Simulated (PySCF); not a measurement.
**A gas-phase reaction: CH4CdO + BrH → CH3BrCd + H2O**

What reaction energy should one expect for `[CH3][Cd][OH]` + `Br` → `[CH3][Cd][Br]` + `O`?

Programs: PySCF 2.14.0. All values are calculated, for the isolated system unless a continuum is named. Atoms count from 0, parts from 1.

## 1. Starting point

Each species was relaxed by itself at PBE0-D3(BJ)/def2-SVPD.

## 2. Reaction energy: wB97M-D3(BJ)/def2-TZVPD

The job: settings as JSON, then the geometry in Å.

```
{"job": {"kind": "react", "xc": "wB97M-D3(BJ)", "basis": "def2-TZVPD"}, "charge": 0, "multiplicity": 1}
-1 CH4CdO charge 0 multiplicity 1
C     -0.800820    -0.837730    -0.726810
Cd     0.408300     0.362130     0.480490
O      1.540460     1.419800     1.724760
H     -1.805420    -0.932030    -0.291670
H     -0.894720    -0.396970    -1.729030
H     -0.367450    -1.842540    -0.826810
H      1.919660     2.227350     1.369070

-1 BrH charge 0 multiplicity 1
Br     0.714930     0.004600    -0.009300
H     -0.708690    -0.001420     0.009100

+1 CH3BrCd charge 0 multiplicity 1
C      0.296000    -0.268560     0.825890
Cd    -0.385230     0.343110    -1.064330
Br    -1.170530     1.057770    -3.255650
H     -0.042810     0.437700     1.595760
H      1.393780    -0.301860     0.833710
H     -0.091210    -1.268160     1.064620

+1 H2O charge 0 multiplicity 1
O     -0.004340     0.389360    -0.003090
H     -0.760660    -0.203180     0.000870
H      0.765040    -0.186140     0.002200
```

Method: wB97M-D3(BJ)/def2-TZVPD reaction energy of separated species, gas phase.

The run is started by

```bash
$ OMP_NUM_THREADS=1 python cluster_run.py task.json out
```

The driver reads the jobs from task.json and runs them one after another.

The log of the run:

```text
species 1 (CH4CdO)
coarse grid: 28456 points
cycle   1  E = -282.1647561178  dE = -1.115e+01  |g| = 3.138e+00  |ddm| = 8.697e+00
cycle   2  E = -273.2457849397  dE =  8.919e+00  |g| = 7.520e+00  |ddm| = 1.451e+02
cycle   3  E = -283.5102856394  dE = -1.026e+01  |g| = 4.809e-01  |ddm| = 1.448e+02
cycle   4  E = -283.5543156978  dE = -4.403e-02  |g| = 4.217e-01  |ddm| = 1.981e+00
cycle   5  E = -283.5821038710  dE = -2.779e-02  |g| = 9.946e-02  |ddm| = 2.636e-01
cycle   6  E = -283.5842866232  dE = -2.183e-03  |g| = 1.810e-02  |ddm| = 1.118e-01
cycle   7  E = -283.5844496328  dE = -1.630e-04  |g| = 1.011e-02  |ddm| = 4.235e-02
cycle   8  E = -283.5844888506  dE = -3.922e-05  |g| = 2.691e-03  |ddm| = 1.742e-02
cycle   9  E = -283.5844926767  dE = -3.826e-06  |g| = 6.716e-04  |ddm| = 6.938e-03
final grid: 58312 points
cycle  10  E = -283.5844261648  dE = -2.502e-07  |g| = 3.484e-04  |ddm| = 5.569e-03
cycle  11  E = -283.5844261969  dE = -3.213e-08  |g| = 3.009e-04  |ddm| = 9.948e-04
cycle  12  E = -283.5844262119  dE = -1.499e-08  |g| = 5.335e-05  |ddm| = 2.539e-04
cycle  13  E = -283.5844262141  dE = -2.182e-09  |g| = 4.466e-05  |ddm| = 1.961e-04
cycle  14  E = -283.5844262147  dE = -6.112e-10  |g| = 1.058e-05  |ddm| = 8.742e-05
converged SCF energy = -283.5844262147

species 2 (BrH)
coarse grid: 9808 points
cycle   1  E = -2574.7444816849  dE = -1.115e+00  |g| = 2.814e-01  |ddm| = 9.887e-01
cycle   2  E = -2574.7574488038  dE = -1.297e-02  |g| = 1.487e-01  |ddm| = 2.655e-01
cycle   3  E = -2574.7608846198  dE = -3.436e-03  |g| = 8.657e-03  |ddm| = 8.708e-02
cycle   4  E = -2574.7609219849  dE = -3.737e-05  |g| = 2.523e-03  |ddm| = 1.268e-02
cycle   5  E = -2574.7609264154  dE = -4.431e-06  |g| = 6.497e-04  |ddm| = 4.934e-03
final grid: 18448 points
cycle   6  E = -2574.7609110729  dE = -1.922e-07  |g| = 3.884e-04  |ddm| = 9.242e-04
cycle   7  E = -2574.7609111006  dE = -2.764e-08  |g| = 2.730e-04  |ddm| = 3.937e-04
cycle   8  E = -2574.7609111076  dE = -7.069e-09  |g| = 3.378e-05  |ddm| = 1.359e-04
cycle   9  E = -2574.7609111087  dE = -1.035e-09  |g| = 1.120e-05  |ddm| = 6.291e-05
cycle  10  E = -2574.7609111087  dE = -5.684e-11  |g| = 1.704e-06  |ddm| = 1.293e-05
converged SCF energy = -2574.7609111087

species 3 (CH3BrCd)
coarse grid: 28136 points
cycle   1  E = -2780.5580331923  dE = -1.215e+01  |g| = 3.112e+00  |ddm| = 8.163e+00
cycle   2  E = -2753.7640334168  dE =  2.679e+01  |g| = 7.838e+00  |ddm| = 1.087e+02
cycle   3  E = -2781.3751812731  dE = -2.761e+01  |g| = 1.507e+00  |ddm| = 1.086e+02
cycle   4  E = -2781.8775247600  dE = -5.023e-01  |g| = 4.668e-01  |ddm| = 3.798e+00
cycle   5  E = -2781.9184026054  dE = -4.088e-02  |g| = 1.844e-01  |ddm| = 7.301e-01
cycle   6  E = -2781.9230720618  dE = -4.669e-03  |g| = 3.961e-02  |ddm| = 1.575e-01
cycle   7  E = -2781.9233384001  dE = -2.663e-04  |g| = 8.136e-03  |ddm| = 4.514e-02
cycle   8  E = -2781.9233677016  dE = -2.930e-05  |g| = 4.465e-03  |ddm| = 1.871e-02
cycle   9  E = -2781.9233746079  dE = -6.906e-06  |g| = 8.421e-04  |ddm| = 7.937e-03
final grid: 54808 points
cycle  10  E = -2781.9232419209  dE = -3.515e-07  |g| = 7.647e-04  |ddm| = 4.199e-03
cycle  11  E = -2781.9232419598  dE = -3.889e-08  |g| = 7.444e-04  |ddm| = 1.430e-03
cycle  12  E = -2781.9232420416  dE = -8.174e-08  |g| = 5.319e-05  |ddm| = 5.770e-04
cycle  13  E = -2781.9232420446  dE = -2.981e-09  |g| = 2.496e-05  |ddm| = 2.498e-04
cycle  14  E = -2781.9232420447  dE = -1.896e-10  |g| = 5.757e-06  |ddm| = 4.801e-05
converged SCF energy = -2781.9232420447

species 4 (H2O)
coarse grid: 10128 points
cycle   1  E = -76.4117500921  dE = -7.453e-02  |g| = 5.872e-01  |ddm| = 8.994e-01
cycle   2  E = -76.4087435654  dE =  3.007e-03  |g| = 6.461e-01  |ddm| = 5.038e-01
cycle   3  E = -76.4759334138  dE = -6.719e-02  |g| = 2.731e-02  |ddm| = 2.374e-01
cycle   4  E = -76.4760586155  dE = -1.252e-04  |g| = 5.497e-03  |ddm| = 1.609e-02
cycle   5  E = -76.4760672922  dE = -8.677e-06  |g| = 8.214e-04  |ddm| = 5.831e-03
final grid: 21952 points
cycle   6  E = -76.4760629880  dE = -1.975e-07  |g| = 5.844e-04  |ddm| = 1.373e-03
cycle   7  E = -76.4760629948  dE = -6.839e-09  |g| = 6.467e-04  |ddm| = 6.469e-04
cycle   8  E = -76.4760630585  dE = -6.365e-08  |g| = 3.199e-05  |ddm| = 2.236e-04
cycle   9  E = -76.4760630593  dE = -8.229e-10  |g| = 4.133e-06  |ddm| = 1.105e-04
converged SCF energy = -76.4760630593

Reaction energy = -33.857 kcal/mol
```

Wall time 44 s (1 thread of Intel Xeon Platinum 8259CL at 2.50GHz, shared host); peak memory 0.62 GiB.

Species by species (with the dispersion term, which the log's SCF energies lack):

```csv
ν,species,energy (Eh),HOMO (eV)
-1,[CH3][Cd][OH],-283.58940,-10.17
-1,Br,-2574.76148,-11.15
+1,[CH3][Cd][Br],-2781.92801,-10.20
+1,O,-76.47682,-11.72
```

## 3. Reaction energy: PBE0-D3(BJ)/def2-TZVPD

Same as in step 2 but for these lines:

```diff
@@ -1,2 +1,2 @@
-{"job": {"kind": "react", "xc": "wB97M-D3(BJ)", "basis": "def2-TZVPD"}, "charge": 0, "multiplicity": 1}
+{"job": {"kind": "react", "xc": "PBE0", "basis": "def2-TZVPD", "disp": "d3bj"}, "charge": 0, "multiplicity": 1}
 -1 CH4CdO charge 0 multiplicity 1
```

With the program's defaults for keys left out, this is: PBE0-D3(BJ)/def2-TZVPD reaction energy of separated species, gas phase.

The log of the run:

```text
species 1 (CH4CdO)
coarse grid: 28456 points
cycle   1  E = -281.7318269132  dE = -1.076e+01  |g| = 3.410e+00  |ddm| = 9.935e+00
cycle   2  E = -251.0788235152  dE =  3.065e+01  |g| = 8.106e+00  |ddm| = 2.798e+02
cycle   3  E = -282.5363962440  dE = -3.146e+01  |g| = 1.887e+00  |ddm| = 2.797e+02
cycle   4  E = -283.1102851656  dE = -5.739e-01  |g| = 1.254e+00  |ddm| = 6.534e+00
cycle   5  E = -283.3779640714  dE = -2.677e-01  |g| = 4.391e-01  |ddm| = 9.901e-01
cycle   6  E = -283.4029865218  dE = -2.502e-02  |g| = 2.018e-01  |ddm| = 4.171e-01
cycle   7  E = -283.4107728867  dE = -7.786e-03  |g| = 5.294e-02  |ddm| = 1.812e-01
cycle   8  E = -283.4114085238  dE = -6.356e-04  |g| = 3.697e-03  |ddm| = 4.952e-02
cycle   9  E = -283.4114116168  dE = -3.093e-06  |g| = 9.931e-04  |ddm| = 4.908e-03
final grid: 58312 points
cycle  10  E = -283.4113917454  dE = -2.250e-08  |g| = 1.157e-03  |ddm| = 4.382e-03
cycle  11  E = -283.4113913028  dE =  4.426e-07  |g| = 1.927e-03  |ddm| = 1.984e-03
cycle  12  E = -283.4113919451  dE = -6.423e-07  |g| = 3.149e-04  |ddm| = 1.215e-03
cycle  13  E = -283.4113919613  dE = -1.618e-08  |g| = 3.417e-05  |ddm| = 2.373e-04
cycle  14  E = -283.4113919615  dE = -1.595e-10  |g| = 7.049e-06  |ddm| = 3.587e-05
converged SCF energy = -283.4113919615

species 2 (BrH)
coarse grid: 9808 points
cycle   1  E = -2574.4494535084  dE = -1.081e+00  |g| = 2.724e-01  |ddm| = 1.042e+00
cycle   2  E = -2574.4540917746  dE = -4.638e-03  |g| = 1.699e-01  |ddm| = 2.601e-01
cycle   3  E = -2574.4588661962  dE = -4.774e-03  |g| = 3.007e-02  |ddm| = 1.194e-01
cycle   4  E = -2574.4590976847  dE = -2.315e-04  |g| = 4.156e-03  |ddm| = 2.212e-02
cycle   5  E = -2574.4591016872  dE = -4.003e-06  |g| = 1.311e-03  |ddm| = 4.270e-03
final grid: 18448 points
cycle   6  E = -2574.4591027926  dE = -7.032e-08  |g| = 1.375e-03  |ddm| = 2.024e-03
cycle   7  E = -2574.4591028069  dE = -1.435e-08  |g| = 1.399e-03  |ddm| = 1.791e-03
cycle   8  E = -2574.4591030278  dE = -2.209e-07  |g| = 5.149e-05  |ddm| = 8.398e-04
cycle   9  E = -2574.4591030285  dE = -6.744e-10  |g| = 1.026e-05  |ddm| = 4.413e-05
converged SCF energy = -2574.4591030285

species 3 (CH3BrCd)
coarse grid: 28136 points
cycle   1  E = -2779.5960542589  dE = -1.147e+01  |g| = 3.573e+00  |ddm| = 9.329e+00
cycle   2  E = -2745.2075231735  dE =  3.439e+01  |g| = 7.419e+00  |ddm| = 9.759e+01
cycle   3  E = -2778.6722131403  dE = -3.346e+01  |g| = 3.345e+00  |ddm| = 9.763e+01
cycle   4  E = -2780.7133460003  dE = -2.041e+00  |g| = 2.068e+00  |ddm| = 3.074e+00
cycle   5  E = -2781.2024970709  dE = -4.892e-01  |g| = 1.281e+00  |ddm| = 4.938e+00
cycle   6  E = -2781.5253629168  dE = -3.229e-01  |g| = 3.198e-01  |ddm| = 1.199e+00
cycle   7  E = -2781.5407839510  dE = -1.542e-02  |g| = 1.480e-01  |ddm| = 4.261e-01
cycle   8  E = -2781.5452975053  dE = -4.514e-03  |g| = 1.873e-02  |ddm| = 1.338e-01
cycle   9  E = -2781.5454109810  dE = -1.135e-04  |g| = 4.912e-03  |ddm| = 3.278e-02
cycle  10  E = -2781.5454172651  dE = -6.284e-06  |g| = 5.420e-04  |ddm| = 6.095e-03
final grid: 54808 points
cycle  11  E = -2781.5453676852  dE = -9.180e-08  |g| = 6.384e-04  |ddm| = 3.632e-03
cycle  12  E = -2781.5453676107  dE =  7.451e-08  |g| = 8.498e-04  |ddm| = 1.458e-03
cycle  13  E = -2781.5453677678  dE = -1.572e-07  |g| = 8.374e-05  |ddm| = 8.678e-04
cycle  14  E = -2781.5453677690  dE = -1.133e-09  |g| = 9.195e-06  |ddm| = 7.521e-05
cycle  15  E = -2781.5453677690  dE = -2.228e-11  |g| = 4.716e-06  |ddm| = 1.400e-05
converged SCF energy = -2781.5453677690

species 4 (H2O)
coarse grid: 2328 points
cycle   1  E = -76.3044285072  dE = -5.293e-03  |g| = 6.571e-01  |ddm| = 9.011e-01
cycle   2  E = -76.1882106254  dE =  1.162e-01  |g| = 1.036e+00  |ddm| = 7.256e-01
cycle   3  E = -76.3820283480  dE = -1.938e-01  |g| = 3.132e-02  |ddm| = 4.396e-01
cycle   4  E = -76.3822106526  dE = -1.823e-04  |g| = 5.864e-03  |ddm| = 1.606e-02
cycle   5  E = -76.3822157915  dE = -5.139e-06  |g| = 7.850e-04  |ddm| = 2.507e-03
final grid: 21952 points
cycle   6  E = -76.3808944302  dE = -1.510e-05  |g| = 3.448e-03  |ddm| = 9.287e-03
cycle   7  E = -76.3808924647  dE =  1.965e-06  |g| = 4.752e-03  |ddm| = 3.319e-03
cycle   8  E = -76.3808961803  dE = -3.716e-06  |g| = 2.517e-04  |ddm| = 1.965e-03
cycle   9  E = -76.3808961909  dE = -1.061e-08  |g| = 2.396e-05  |ddm| = 1.100e-04
cycle  10  E = -76.3808961911  dE = -1.115e-10  |g| = 3.293e-06  |ddm| = 1.512e-05
converged SCF energy = -76.3808961911

Reaction energy = -35.279 kcal/mol
```

Run time: 28 s. Hardware: 1 thread of Intel Xeon Platinum 8259CL at 2.50GHz, shared host; peak memory 0.59 GiB.

Reaction energy at this level: -35.28 kcal/mol.

## 4. Reaction energy: MP2/def2-TZVPD

Same as in step 3 but for these lines:

```diff
@@ -1,2 +1,2 @@
-{"job": {"kind": "react", "xc": "PBE0", "basis": "def2-TZVPD", "disp": "d3bj"}, "charge": 0, "multiplicity": 1}
+{"job": {"kind": "react", "xc": "MP2", "basis": "def2-TZVPD"}, "charge": 0, "multiplicity": 1}
 -1 CH4CdO charge 0 multiplicity 1
```

With the program's defaults for keys left out, this is: MP2/def2-TZVPD reaction energy of separated species, gas phase.

The log of the run:

```text
species 1 (CH4CdO)
final grid: 58312 points
cycle   1  E = -280.9682356877  dE = -1.198e+01  |g| = 2.598e+00  |ddm| = 7.964e+00
cycle   2  E = -281.2821713590  dE = -3.139e-01  |g| = 2.260e+00  |ddm| = 5.528e+00
cycle   3  E = -281.9500763381  dE = -6.679e-01  |g| = 1.237e-01  |ddm| = 2.314e+00
cycle   4  E = -281.9567688060  dE = -6.692e-03  |g| = 3.713e-02  |ddm| = 4.712e-01
cycle   5  E = -281.9576702775  dE = -9.015e-04  |g| = 1.391e-02  |ddm| = 1.238e-01
cycle   6  E = -281.9578402964  dE = -1.700e-04  |g| = 4.774e-03  |ddm| = 5.202e-02
cycle   7  E = -281.9578554285  dE = -1.513e-05  |g| = 1.002e-03  |ddm| = 1.357e-02
cycle   8  E = -281.9578560883  dE = -6.597e-07  |g| = 3.669e-04  |ddm| = 3.914e-03
cycle   9  E = -281.9578561335  dE = -4.525e-08  |g| = 1.128e-04  |ddm| = 7.313e-04
cycle  10  E = -281.9578561383  dE = -4.748e-09  |g| = 3.823e-05  |ddm| = 2.173e-04
cycle  11  E = -281.9578561390  dE = -7.508e-10  |g| = 1.300e-05  |ddm| = 8.092e-05
converged SCF energy = -281.9578561390

species 2 (BrH)
final grid: 18448 points
cycle   1  E = -2572.9852622005  dE = -1.144e+00  |g| = 2.202e-01  |ddm| = 9.640e-01
cycle   2  E = -2572.9999185963  dE = -1.466e-02  |g| = 7.760e-02  |ddm| = 2.157e-01
cycle   3  E = -2573.0014423734  dE = -1.524e-03  |g| = 1.588e-02  |ddm| = 5.815e-02
cycle   4  E = -2573.0016142733  dE = -1.719e-04  |g| = 5.005e-03  |ddm| = 1.886e-02
cycle   5  E = -2573.0016333991  dE = -1.913e-05  |g| = 1.691e-03  |ddm| = 6.805e-03
cycle   6  E = -2573.0016348021  dE = -1.403e-06  |g| = 3.418e-04  |ddm| = 2.059e-03
cycle   7  E = -2573.0016348758  dE = -7.362e-08  |g| = 5.979e-05  |ddm| = 6.414e-04
cycle   8  E = -2573.0016348772  dE = -1.423e-09  |g| = 8.468e-06  |ddm| = 8.660e-05
cycle   9  E = -2573.0016348772  dE = -4.957e-11  |g| = 1.310e-06  |ddm| = 1.889e-05
converged SCF energy = -2573.0016348772

species 3 (CH3BrCd)
final grid: 54808 points
cycle   1  E = -2778.0307077486  dE = -1.295e+01  |g| = 2.556e+00  |ddm| = 7.562e+00
cycle   2  E = -2778.3319913331  dE = -3.013e-01  |g| = 2.205e+00  |ddm| = 5.136e+00
cycle   3  E = -2778.9575860495  dE = -6.256e-01  |g| = 1.144e-01  |ddm| = 2.202e+00
cycle   4  E = -2778.9626736836  dE = -5.088e-03  |g| = 3.063e-02  |ddm| = 4.120e-01
cycle   5  E = -2778.9632888444  dE = -6.152e-04  |g| = 1.063e-02  |ddm| = 1.095e-01
cycle   6  E = -2778.9633900679  dE = -1.012e-04  |g| = 3.422e-03  |ddm| = 4.262e-02
cycle   7  E = -2778.9633980143  dE = -7.946e-06  |g| = 9.237e-04  |ddm| = 9.199e-03
cycle   8  E = -2778.9633985776  dE = -5.634e-07  |g| = 2.683e-04  |ddm| = 2.925e-03
cycle   9  E = -2778.9633986227  dE = -4.504e-08  |g| = 6.817e-05  |ddm| = 6.971e-04
cycle  10  E = -2778.9633986256  dE = -2.914e-09  |g| = 2.346e-05  |ddm| = 1.650e-04
cycle  11  E = -2778.9633986260  dE = -4.193e-10  |g| = 6.711e-06  |ddm| = 6.920e-05
converged SCF energy = -2778.9633986260

species 4 (H2O)
final grid: 21952 points
cycle   1  E = -76.0248954053  dE = -1.467e-01  |g| = 4.364e-01  |ddm| = 8.776e-01
cycle   2  E = -76.0503813812  dE = -2.549e-02  |g| = 2.594e-01  |ddm| = 2.972e-01
cycle   3  E = -76.0608901880  dE = -1.051e-02  |g| = 2.594e-02  |ddm| = 1.025e-01
cycle   4  E = -76.0610475435  dE = -1.574e-04  |g| = 5.694e-03  |ddm| = 1.523e-02
cycle   5  E = -76.0610619102  dE = -1.437e-05  |g| = 1.176e-03  |ddm| = 5.301e-03
cycle   6  E = -76.0610627999  dE = -8.896e-07  |g| = 2.235e-04  |ddm| = 1.658e-03
cycle   7  E = -76.0610628366  dE = -3.670e-08  |g| = 3.304e-05  |ddm| = 3.732e-04
cycle   8  E = -76.0610628372  dE = -6.655e-10  |g| = 4.159e-06  |ddm| = 3.886e-05
converged SCF energy = -76.0610628372

Reaction energy = -32.142 kcal/mol
```

Wall time 13 s (1 thread of Intel Xeon Platinum 8259CL at 2.50GHz, shared host); peak memory 0.47 GiB.

Reaction energy at this level: -32.14 kcal/mol.

## 5. Comparing the runs

Energies in kcal/mol, with wall time:

```csv
run,reaction,time
wB97M-D3(BJ)/def2-TZVPD,-33.86,44 s
PBE0-D3(BJ)/def2-TZVPD,-35.28,28 s
MP2/def2-TZVPD,-32.14,13 s
```

## 6. Results

| quantity | value |
| --- | --- |
| reaction energy (wB97M-D3(BJ)/def2-TZVPD) | -33.86 kcal/mol |
| ΔH, ΔG at 298 K (xTB thermal terms) | -31.1, -31.2 kcal/mol |
| range of the reaction energy over the runs of this table | -35.28 to -32.14 kcal/mol |

The reaction is exothermic by 31.1 kcal/mol in the gas phase; dispersion gives +0.01, and xTB itself gave -37.15 for the electronic energy (xTB energies and thermal terms come from the earlier relaxation of each species, not shown). No barrier was sought. The reaction energy runs from -35.28 (PBE0-D3(BJ)/def2-TZVPD) to -32.14 kcal/mol (MP2/def2-TZVPD).
